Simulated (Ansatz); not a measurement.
Runs of Ansatz 0.2.0 on HfGe. It takes space group P4/mmm (No. 123, tetragonal). Conventional cell: a = 3.220 Å, b = 3.220 Å, c = 4.108 Å, α = 90.00°, β = 90.00°, γ = 90.00°. Hf (site symmetry 4/mmm) is surrounded by 4 Ge at 2.28 Å. Around Ge (site symmetry 4/mmm) lie 4 Hf at 2.28 Å. The cell was built by a generator and needn't be a form met in nature.

```tsv
task	level	cell	points for each segment of the path	gap on the mesh (eV)	relaxed volume (Å³/atom)
relaxation of cell and atoms	B3LYP	relaxed	-	none	30.62
band structure	HSEsol	as given	4	none	-
relaxation of cell and atoms	HSEsol	relaxed	-	none	(a)
single point	PBEsol0	as given	-	none	-
relaxation of cell and atoms	PBE0	relaxed	-	none	28.71
```

Alike in all rows: potentials or basis Ansatz PAW; no spin polarisation; k mesh 4 × 4 × 4; cutoff (eV) 420; smearing fermi-dirac 0.05 eV; the mesh is coarse, so values aren't converged.

Task: Fill in the values left out.

Result: (a) 21.89.

Caveats: all runs use coarse meshes; the PAW data sets come from PBE, with cores solved anew for the run's functional, which leaves a small shift of forces and pressure; the plane-wave basis is chosen anew once the cell has moved, so the energies of steps on either side of that aren't comparable (some runs); the volume moved by over 15 % at a fixed basis, so the end points are rough (some runs); the potentials were made for another functional, which shifts forces and pressure (some runs).

A k mesh can miss the band edges, and the runs leave out spin-orbit coupling on Ge, Hf.

A gap of «none» marks a metal or a gap under the smearing width.

Not every run made on this cell is shown here.
